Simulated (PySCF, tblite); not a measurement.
**FGeH₇OSi₂, a small molecule taken as a stand-in for a surface group: NMR shifts, core binding energies and electronic excitations**

Aim: the NMR shifts, core binding energies and electronic excitations of `[OH][Ge]([F])([SiH3])[SiH3]`.

Computed with tblite 0.8.0 and PySCF 2.14.0; each step states its level. No surroundings beyond the atoms listed, unless a continuum is named. Atoms count from 0, parts from 1.

## Step 1: The system as given

12 atoms, charge 0, multiplicity 1; geometry: distance geometry start.

## Step 2: Geometry optimisation with GFN2-xTB

What the job is given:

```
{"job": {"kind": "relax", "xc": "GFN2-xTB", "basis": "xTB"}, "charge": 0, "multiplicity": 1}
Ge     0.064644     0.405436    -0.592473
Si    -1.888551    -0.341239     0.398859
Si     1.886258    -0.722353     0.306786
F      0.088797     0.155978    -2.334235
O      0.202554     2.133929    -0.145988
H     -1.788814    -0.085897     1.835915
H     -2.067179    -1.776081     0.071061
H     -3.013767     0.444568    -0.164706
H      3.140397    -0.318617    -0.349655
H      1.934071    -0.432130     1.746232
H      1.643222    -2.178608     0.068897
H     -0.149855     2.720018    -0.844953
```

Level: GFN2-xTB geometry optimisation, gas phase.

Started as:

```bash
OMP_NUM_THREADS=1 python cluster_run.py task.json out
```

This one command runs all jobs of the session in turn.

The log of the run:

```text
step      E/eV     max force
  0    -485.46224    1.469
  1    -485.53884    0.847
  2    -485.59785    0.654
  3    -485.62990    0.592
  4    -485.65492    0.501
  5    -485.68957    0.585
  6    -485.72360    0.609
  7    -485.75408    0.419
  8    -485.76922    0.260
  9    -485.77814    0.213
 10    -485.78906    0.300
 11    -485.80073    0.332
 12    -485.80964    0.240
 13    -485.81374    0.136
 14    -485.81578    0.129
 15    -485.81824    0.176
 16    -485.82185    0.243
 17    -485.82611    0.222
 18    -485.82972    0.154
 19    -485.83217    0.117
 20    -485.83413    0.145
 21    -485.83687    0.192
 22    -485.84131    0.236
 23    -485.84752    0.221
 24    -485.85383    0.171
 25    -485.85859    0.194
 26    -485.86334    0.262
 27    -485.86981    0.310
 28    -485.87727    0.285
 29    -485.88338    0.189
 30    -485.88699    0.109
 31    -485.88879    0.107
 32    -485.89062    0.122
 33    -485.89397    0.160
 34    -485.89895    0.254
 35    -485.90390    0.273
 36    -485.90697    0.280
 37    -485.90864    0.106
 38    -485.90948    0.069
 39    -485.90991    0.064
 40    -485.91079    0.084
 41    -485.91155    0.084
 42    -485.91248    0.092
 43    -485.91313    0.075
 44    -485.91361    0.057
 45    -485.91400    0.060
 46    -485.91450    0.072
 47    -485.91520    0.085
 48    -485.91601    0.087
 49    -485.91666    0.078
 50    -485.91709    0.065
 51    -485.91738    0.039
 52    -485.91758    0.035
 53    -485.91769    0.022
 54    -485.91776    0.020
 55    -485.91782    0.019
 56    -485.91792    0.025
 57    -485.91805    0.029
 58    -485.91816    0.024
 59    -485.91823    0.028
 60    -485.91828    0.022
 61    -485.91831    0.015
 62    -485.91835    0.017
 63    -485.91840    0.022
 64    -485.91847    0.035
 65    -485.91860    0.045
 66    -485.91876    0.042
 67    -485.91891    0.031
 68    -485.91899    0.023
 69    -485.91904    0.020
 70    -485.91912    0.033
 71    -485.91929    0.059
 72    -485.91958    0.082
 73    -485.91989    0.072
 74    -485.92008    0.041
 75    -485.92005    0.137
 76    -485.92025    0.026
 77    -485.92029    0.025
 78    -485.92044    0.050
 79    -485.92051    0.017
 80    -485.92061    0.042
 81    -485.92074    0.033
 82    -485.92095    0.040
 83    -485.92109    0.090
 84    -485.92071    0.144
 85    -485.92126    0.074
 86    -485.92134    0.062
 87    -485.92160    0.024
 88    -485.92165    0.027
 89    -485.92170    0.025
 90    -485.92172    0.012
 91    -485.92174    0.008
```

It took 2.8 s on 1 thread of Intel Xeon Platinum 8259CL at 2.50GHz, shared host.

Step by step:

| step | energy from step 0 (eV) | largest force (eV/Å) |
| --- | --- | --- |
| 0 | 0.0000 | 1.4688 |
| 3 | -0.1677 | 0.5923 |
| 6 | -0.2614 | 0.6087 |
| 9 | -0.3159 | 0.2131 |
| 12 | -0.3474 | 0.2407 |
| 15 | -0.3560 | 0.1764 |
| 18 | -0.3675 | 0.1540 |
| 21 | -0.3746 | 0.1923 |
| 24 | -0.3916 | 0.1712 |
| 27 | -0.4076 | 0.3097 |
| 30 | -0.4248 | 0.1086 |
| 33 | -0.4317 | 0.1590 |
| 36 | -0.4447 | 0.2794 |
| 39 | -0.4477 | 0.0636 |
| 42 | -0.4502 | 0.0918 |
| 45 | -0.4518 | 0.0598 |
| 48 | -0.4538 | 0.0873 |
| 51 | -0.4551 | 0.0388 |
| 54 | -0.4555 | 0.0206 |
| 57 | -0.4558 | 0.0292 |
| 60 | -0.4560 | 0.0218 |
| 63 | -0.4562 | 0.0218 |
| 66 | -0.4565 | 0.0421 |
| 69 | -0.4568 | 0.0203 |
| 72 | -0.4573 | 0.0816 |
| 75 | -0.4578 | 0.1373 |
| 78 | -0.4582 | 0.0495 |
| 81 | -0.4585 | 0.0333 |
| 84 | -0.4585 | 0.1440 |
| 87 | -0.4594 | 0.0239 |
| 90 | -0.4595 | 0.0115 |
| 91 | -0.4595 | 0.0075 |

Close pairs (by a distance rule), those that changed most:

| bond | before (Å) | after (Å) | change (Å) |
| --- | --- | --- | --- |
| Ge0–Si1 | 2.314 | 2.406 | +0.092 |
| Ge0–F3 | 1.760 | 1.849 | +0.089 |
| Ge0–Si2 | 2.324 | 2.392 | +0.068 |
| Si2–H10 | 1.495 | 1.466 | -0.029 |
| O4–H11 | 0.978 | 0.954 | -0.024 |
| Si1–H6 | 1.483 | 1.462 | -0.020 |
| Si1–H7 | 1.484 | 1.465 | -0.018 |
| Si2–H8 | 1.472 | 1.461 | -0.011 |

## Step 3: Geometry optimisation at PBE0-D3(BJ)/def2-SVP

What the job is given:

```
{"job": {"xc": "PBE0", "basis": "def2-SVP", "d3": "d3bj", "grid": 2, "kind": "geom", "shake": 0.01}, "charge": 0, "multiplicity": 1}
Ge     0.067810     0.122840    -0.219789
Si    -2.268462    -0.240401     0.324685
Si     2.214748    -0.690093     0.254376
F     -0.035747    -0.013985    -2.065560
O      0.357376     1.893471    -0.129891
H     -2.451670    -0.016911     1.762990
H     -2.600539    -1.622009     0.008413
H     -3.133363     0.681571    -0.406793
H      3.240954    -0.057890    -0.572164
H      2.536155    -0.416640     1.680081
H      2.242780    -2.143006     0.069832
H     -0.131553     2.475469    -0.689179
```

The log of the run:

```text
step   0  E = -2834.04798704  max force = 0.051789
step   1  E = -2834.05875227  max force = 0.022460
step   2  E = -2834.06066921  max force = 0.012634
step   3  E = -2834.06116864  max force = 0.006443
step   4  E = -2834.06164990  max force = 0.002666
step   5  E = -2834.06181815  max force = 0.003565
step   6  E = -2834.06196729  max force = 0.001888
step   7  E = -2834.06199229  max force = 0.000518
step   8  E = -2834.06200494  max force = 0.000306
optimisation converged
```

Wall time 2.1 min (1 thread of Intel Xeon Platinum 8259CL at 2.50GHz, shared host); peak memory 0.69 GiB.

The steps of the relaxation:

| step | energy from step 0 (eV) | largest force component (eV/Å) |
| --- | --- | --- |
| 0 | 0.0000 | 2.6631 |
| 1 | -0.2929 | 1.1549 |
| 2 | -0.3451 | 0.6497 |
| 3 | -0.3587 | 0.3313 |
| 4 | -0.3718 | 0.1371 |
| 5 | -0.3764 | 0.1833 |
| 6 | -0.3804 | 0.0971 |
| 7 | -0.3811 | 0.0266 |
| 8 | -0.3814 | 0.0157 |

Close pairs (by a distance rule), those that changed most:

| bond | before (Å) | after (Å) | change (Å) |
| --- | --- | --- | --- |
| Ge0–F3 | 1.854 | 1.759 | -0.095 |
| Ge0–Si2 | 2.344 | 2.386 | +0.042 |
| Si1–H6 | 1.456 | 1.493 | +0.037 |
| Si1–H7 | 1.461 | 1.494 | +0.034 |
| Ge0–Si1 | 2.426 | 2.394 | -0.032 |
| Si2–H8 | 1.461 | 1.491 | +0.030 |
| Si2–H10 | 1.465 | 1.494 | +0.029 |
| Si1–H5 | 1.467 | 1.494 | +0.027 |

The end geometry stands in the next job.

| at the end point | value |
| --- | --- |
| point group (found at 0.08 Å tolerance) | C1 |
| rotational constants (GHz, main isotopes) | 2.416, 1.418, 1.227 |
| dipole moment (D) | 1.66 |

## Step 4: Nuclear shieldings: PBE0/pcSseg-2

What the job is given:

```
{"job": {"kind": "nmr", "xc": "PBE0", "basis": "pcSseg-2"}, "charge": 0, "multiplicity": 1}
Ge     0.087360     0.355324    -0.487544
Si    -2.052601    -0.308156     0.356843
Si     2.064820    -0.730508     0.288498
F     -0.033378     0.128091    -2.227283
O      0.379917     2.093309    -0.255259
H     -2.068968    -0.113267     1.838259
H     -2.292551    -1.748348     0.043806
H     -3.119961     0.530372    -0.267485
H      3.250607    -0.245952    -0.474833
H      2.226450    -0.431590     1.742838
H      1.901799    -2.203984     0.106508
H     -0.304853     2.647338    -0.647168
```

Method: GIAO PBE0/pcSseg-2 NMR shielding, non-relativistic, gas phase.

The log of the run:

```text
coarse grid: 48024 points
cycle   1  E = -2834.5915306033  dE = -6.290e-01  |g| = 1.396e+00  |ddm| = 2.515e+00
cycle   2  E = -2834.0957447355  dE =  4.958e-01  |g| = 2.227e+00  |ddm| = 1.454e+00
cycle   3  E = -2834.7834109925  dE = -6.877e-01  |g| = 2.564e-01  |ddm| = 1.124e+00
cycle   4  E = -2834.7937924117  dE = -1.038e-02  |g| = 1.150e-01  |ddm| = 1.646e-01
cycle   5  E = -2834.7950894186  dE = -1.297e-03  |g| = 2.289e-02  |ddm| = 4.748e-02
cycle   6  E = -2834.7951564133  dE = -6.699e-05  |g| = 1.079e-02  |ddm| = 1.470e-02
cycle   7  E = -2834.7951735802  dE = -1.717e-05  |g| = 1.485e-03  |ddm| = 5.037e-03
cycle   8  E = -2834.7951740041  dE = -4.238e-07  |g| = 3.316e-04  |ddm| = 1.494e-03
final grid: 97312 points
cycle   9  E = -2834.7951956667  dE = -6.492e-08  |g| = 3.464e-04  |ddm| = 1.177e-03
cycle  10  E = -2834.7951956548  dE =  1.188e-08  |g| = 4.738e-04  |ddm| = 6.339e-04
cycle  11  E = -2834.7951956957  dE = -4.093e-08  |g| = 8.542e-05  |ddm| = 2.951e-04
cycle  12  E = -2834.7951956970  dE = -1.274e-09  |g| = 1.518e-05  |ddm| = 6.152e-05
cycle  13  E = -2834.7951956970  dE = -1.410e-11  |g| = 4.285e-06  |ddm| = 8.091e-06
converged SCF energy = -2834.7951956970

GIAO shielding tensors (ppm)
atom      isotropic    diamagn.    paramagn.     s11        s22        s33       span
  0 Ge    1213.147    2758.584   -1545.438   1107.105   1246.915   1285.421    178.317
  1 Si     446.064     879.816    -433.752    441.510    443.696    452.986     11.476
  2 Si     444.984     879.008    -434.024    438.746    445.179    451.027     12.281
  3 F      347.472     471.117    -123.645    248.475    339.913    454.030    205.555
  4 O      259.563     382.000    -122.438    178.560    261.868    338.261    159.701
  5 H       27.655      28.966      -1.311     24.491     25.720     32.755      8.264
  6 H       27.528      28.821      -1.293     24.251     25.597     32.736      8.485
  7 H       27.572      28.638      -1.066     24.308     25.591     32.818      8.510
  8 H       27.430      27.759      -0.329     24.039     25.368     32.882      8.843
  9 H       27.567      28.414      -0.846     24.347     25.651     32.703      8.356
 10 H       27.603      28.483      -0.880     24.307     25.769     32.733      8.425
 11 H       29.650      31.717      -2.067     21.573     25.128     42.250     20.677
```

Run time: 1.7 min. Hardware: 1 thread of Intel Xeon Platinum 8259CL at 2.50GHz, shared host; peak memory 1.4 GiB.

The references, computed at this level on geometries of the same kind, shield at (ppm): $^{1}$H TMS 31.25, $^{29}$Si TMS 341.3, $^{19}$F CFCl3 175.8, $^{17}$O H2O 328.2, $^{73}$Ge GeMe4 1337. Their shielding less the atom's gives the shift. The references are single molecules in the gas phase, so shifts against H2O, NH3, PH3, H3PO4 or CFCl3 are not on the usual liquid scales and can be off by tens of ppm.

| atoms | environment | σ (ppm) | δ (ppm) |
| --- | --- | --- | --- |
| H8 | hydrogen on a silicon bonded to Ge | 27.43 | 3.82 |
| H6 | hydrogen on a silicon bonded to Ge | 27.53 | 3.72 |
| H9 | hydrogen on a silicon bonded to Ge | 27.57 | 3.68 |
| H7 | hydrogen on a silicon bonded to Ge | 27.57 | 3.67 |
| H10 | hydrogen on a silicon bonded to Ge | 27.60 | 3.64 |
| H5 | hydrogen on a silicon bonded to Ge | 27.66 | 3.59 |
| H11 | hydrogen on an oxygen bonded to Ge | 29.65 | 1.59 |
| Ge0 | germanium bonded to F, O, 2 Si | 1213 | 124 |
| Si2 | silicon bonded to Ge, 3 H | 445.0 | -103.7 |
| Si1 | silicon bonded to Ge, 3 H | 446.1 | -104.8 |
| F3 | fluorine bonded to Ge | 347.5 | -171.7 |
| O4 | oxygen bonded to Ge, H | 259.6 | 68.6 |

Charges from the same density, by scheme (e):

| atoms | Mulliken | IAO | Hirshfeld | ESP fit |
| --- | --- | --- | --- | --- |
| Ge0 | 0.42 | 0.92 | 0.37 | 0.57 |
| Si1 | 0.44 | 0.27 | 0.22 | 0.00 |
| Si2 | 0.47 | 0.30 | 0.23 | 0.16 |
| F3 | -0.44 | -0.55 | -0.27 | -0.35 |
| O4 | -0.49 | -0.77 | -0.33 | -0.66 |

Mayer bond orders: Ge0–Si1 0.88, Ge0–Si2 0.89, Ge0–F3 0.83, Ge0–O4 1.00.

Orbitals, density, ELF and potential are computed afterwards from the orbital file.

Frontier orbitals at PBE0/pcSseg-2, with the share of their density that lies nearest to each atom:

| orbital | energy (eV) | lies on |
| --- | --- | --- |
| HOMO | -7.79 | Ge0 24 %; Si1 20 %; Si2 15 % |
| LUMO | -0.85 | Ge0 21 %; Si1, Si2 about 10 % each; H7, H8 about 10 % each |

ELF in a plane through or near 5 of the atoms.

Ten even steps from '0' (0.00) to '9' (1.00):
```
0000000000000000000000000000
0000000000000000000000000000
0000000000000000000000000000
0000000000000001100000000000
0000000000023334420000000000
0000000000146655410000000000
0000023100026764100000000000
0002899820112222100058730000
0007999974742762453699994000
0008999932972662885899997000
0005999354494225941299997000
0000234122266457717337761000
0000015899721012453552100000
0000028999930001599983000000
0000017999830000599983000000
0000001577300000267740000000
0000000000000000000000000000
0000000000000000000000000000
0000000000000000000000000000
0000000000000000000000000000
```
The map spans 11.7 Å across and 10.4 Å up, centred on the molecule. Atoms in the plane (x, y in Å): Ge0 (0.0, 0.5), Si1 (2.0, -0.7), Si2 (-2.2, -0.5), H7 (3.2, 0.1), H8 (-3.2, 0.4).

On the surface of density 0.002 e/bohr³ the electrostatic potential runs, from the 1st to the 99th percentile, from -1.31 V near F3 to 2.05 V near H11.

(Part 1 of 2 ends here.)
